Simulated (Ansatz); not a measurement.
# F₂H₄O₂Si₂ + HCl + H₂O: a complex and its separated parts

The complex below is one end of an elementary step. How strongly is it bound against its free parts?

The runs use Ansatz 0.2.0, Gaussian basis; PBE0-D4/def2-TZVP structures, single points in def2-TZVPP, no counterpoise correction.

Levels: SPW92, PBE-D4, BLYP-D4, r2SCAN-D4, B97M-V, PBE0-D4, B3LYP-D4, r2SCAN0-D4, BHLYP-D4, CAM-B3LYP-D4, wB97X-V, wB97M-V, B2PLYP, PBE-QIDH, RPA on PBE, Hartree-Fock, MP2, CCSD, CCSD(T).

Correlated methods freeze the cores. B3LYP uses VWN-RPA correlation. B2PLYP carries no dispersion term here.

113 further runs of the same task are left out: 113 set aside as unsound or not needed.

## (1) Where the work starts

The complex: 15 atoms, charge 0, spin multiplicity 1.

Atoms are counted from 1 here; the program's logs count them from 0.

Bond lengths: Si1–O2 1.627 Å, Si1–F4 1.573 Å, Si1–F5 1.579 Å, Si1–O6 1.597 Å, O2–Si3 1.666 Å, Si3–H11 1.480 Å, Si3–H12 1.480 Å, Si3–H13 1.482 Å, O6–H14 0.971 Å, H7–Cl8 1.340 Å, H9–O10 0.972 Å, O10–H15 0.961 Å. Angles: O2–Si1–F4 108.9°, O2–Si1–F5 107.5°, O2–Si1–O6 111.9°, F4–Si1–F5 107.1°, F4–Si1–O6 107.6°, F5–Si1–O6 113.7°, Si1–O2–Si3 135.7°, O2–Si3–H11 109.2°, O2–Si3–H12 106.3°, O2–Si3–H13 109.3°, H11–Si3–H12 110.6°, H11–Si3–H13 110.6°, H12–Si3–H13 110.8°, Si1–O6–H14 120.2°, H9–O10–H15 106.6°.

Geometry (Å):

```
atom    x (Å)    y (Å)    z (Å)
 Si1  -1.6584  -0.0579  -0.1417
  O2  -0.1584  -0.1062  -0.7708
 Si3   0.5824   0.5010  -2.1339
  F4  -2.5533  -1.1242  -0.8739
  F5  -2.2654   1.3616  -0.4726
  O6  -1.6635  -0.4105   1.4161
  H7   1.2402   0.1730   2.2765
 Cl8   0.6116   1.0579   3.0625
  H9   1.1191  -0.8118   0.4614
 O10   1.7634  -0.8890   1.1845
 H11   0.9606   1.9123  -1.8950
 H12   1.7874  -0.3298  -2.3563
 H13  -0.3466   0.3987  -3.2840
 H14  -1.1469   0.1251   2.0396
 H15   1.7277  -1.8003   1.4878
```

Its parts: F₂H₄O₂Si₂ holds atoms 1, 2, 3, 4, 5, 6, 11, 12, 13, 14; HCl holds atoms 7, 8; H₂O holds atoms 9, 10, 15. Each part counts its atoms afresh in its own runs.

## (2) Relaxing F₂H₄O₂Si₂ alone

The input, relax-a/in.yaml:

```yaml
crystal:
  periodic: [false, false, false]
  atoms:
    - {symbol: Si, position_ang: [-1.658416, -0.057939, -0.141729]}
    - {symbol: O, position_ang: [-0.158415, -0.106172, -0.770763]}
    - {symbol: Si, position_ang: [0.582357, 0.501011, -2.133917]}
    - {symbol: F, position_ang: [-2.553327, -1.124240, -0.873941]}
    - {symbol: F, position_ang: [-2.265417, 1.361639, -0.472605]}
    - {symbol: O, position_ang: [-1.663533, -0.410537, 1.416100]}
    - {symbol: H, position_ang: [0.960566, 1.912306, -1.895000]}
    - {symbol: H, position_ang: [1.787368, -0.329758, -2.356326]}
    - {symbol: H, position_ang: [-0.346552, 0.398721, -3.283992]}
    - {symbol: H, position_ang: [-1.146866, 0.125121, 2.039566]}
basis:
  gaussian: {orbitals: def2-TZVP}
hamiltonian: {xc: pbe0, dispersion: d4}
relax: {f_tol: 0.005, max_steps: 200}
```

Command:

```sh
$ ansatz run in.yaml --threads 4 --pin off --events-out ev --progress --plain --max-ram 66560MiB --backend cuda --devices 0, --max-vram 37GiB
```

After this run come: Relaxing HCl alone; Relaxing H₂O alone; SPW92/def2-TZVPP; PBE-D4/def2-TZVPP; BLYP-D4/def2-TZVPP; r2SCAN-D4/def2-TZVPP; B97M-V/def2-TZVPP; PBE0-D4/def2-TZVPP; B3LYP-D4/def2-TZVPP; r2SCAN0-D4/def2-TZVPP; BHLYP-D4/def2-TZVPP; CAM-B3LYP-D4/def2-TZVPP; wB97X-V/def2-TZVPP; wB97M-V/def2-TZVPP; B2PLYP/def2-TZVPP; PBE-QIDH/def2-TZVPP; RPA on PBE/def2-TZVPP; CCSD(T)/def2-TZVPP; Vibrations of F₂H₄O₂Si₂; Vibrations of HCl; Vibrations of H₂O.

**Question.** What will these runs give? Wanted: complex less parts, CCSD(T)/def2-TZVPP; with zero-point energy; largest T1 diagnostic.

The runs gave:

| quantity | value |
| --- | --- |
| complex less parts, CCSD(T)/def2-TZVPP | -13.3 kcal/mol |
| with zero-point energy | -9.2 kcal/mol |
| largest T1 diagnostic | 0.011 |

**Reading.** At CCSD(T) the complex lies 13.3 kcal/mol below its parts. B2PLYP is the best functional here (+0.5 kcal/mol from CCSD(T)); SPW92 is the worst (-14.9 kcal/mol). Mean unsigned error by rung: LDA 14.9, GGA 5.5, meta-GGA 2.9, hybrid 2.9, range-separated hybrid 2.4, double hybrid 0.5 kcal/mol. PBE-D4 gives a relative energy 6.2 kcal/mol too low, outside chemical accuracy (1 kcal/mol). No counterpoise was applied, and triple zeta lacks some correlation, so the CCSD(T) reference has a basis error of its own, and close matches with it are partly luck.
